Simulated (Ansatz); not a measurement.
What does this script print? It uses Ansatz 0.2.0 through its Python package.

The script, `ip.py`:
```python
# -*- coding: utf-8 -*-
import ansatz as az


def energy_of(molecule, charge=0, unpaired=0):
    calc = (
        molecule.calculation()
        .basis(gaussian="def2-SVPD")
        .functional("cam_b3lyp")
    )
    if charge:
        calc = calc.charge(charge)
    if unpaired:
        calc = calc.spin("collinear", total=unpaired)
    return calc.run().report["free_energy_ev"]


def main():
    mol = (
        az.Crystal.molecule()
        .atom("B", (-1.4229, 1.3595, 0.4763))
        .atom("Si", (-0.0464, 0.5233, 1.4405))
        .atom("B", (1.2595, -0.1683, 0.1934))
        .atom("O", (1.2681, 0.1101, -1.2304))
        .atom("Al", (0.4029, -1.3972, -1.977))
        .atom("H", (-2.3769, 1.9005, 1.0496))
        .atom("H", (-1.414, 1.4542, -0.7113))
        .atom("H", (-0.567, -0.5696, 2.2133))
        .atom("H", (0.5957, 1.5063, 2.3952))
        .atom("H", (2.2575, -0.6993, 0.6643))
        .atom("H", (-1.2006, -1.4721, -2.0388))
        .atom("H", (1.3209, -2.6025, -2.4412))
    )

    parent = energy_of(mol, 0, 0)
    cation = energy_of(mol, 1, 1)
    print(f"E(N)   = {parent:.5f} eV")
    print(f"E(N-1) = {cation:.5f} eV  (1 unpaired)")
    print(f"vertical ionisation energy {cation - parent:.3f} eV")
    anion = energy_of(mol, -1, 1)
    print(f"E(N+1) = {anion:.5f} eV  (1 unpaired)")
    print(f"vertical electron affinity {parent - anion:.3f} eV" + ("" if anion < parent else " (unbound in this basis)"))
    print(f"fundamental gap IP - EA = {cation + anion - 2 * parent:.3f} eV")


if __name__ == "__main__":
    main()
```

Running `python ip.py` prints:
```text
E(N)   = -17978.74690 eV
E(N-1) = -17969.61920 eV  (1 unpaired)
vertical ionisation energy 9.128 eV
E(N+1) = -17979.70574 eV  (1 unpaired)
vertical electron affinity 0.959 eV
fundamental gap IP - EA = 8.169 eV
```

At this unrelaxed geometry removing an electron costs 9.13 eV and adding one releases 0.96 eV.

Notes:
- The settings weren't tested for convergence.
- The geometry is a force-field or estimated start, not a minimum of this method, and the basis set is short of its limit. All parts are taken at fixed geometry, without zero-point energy. At an unrelaxed start these energies can be a whole eV from those at the minimum, and a small affinity can change sign.
- It ran for 75 s on 1 thread of Arm Neoverse V2 (shared host), peak memory 1 GiB.
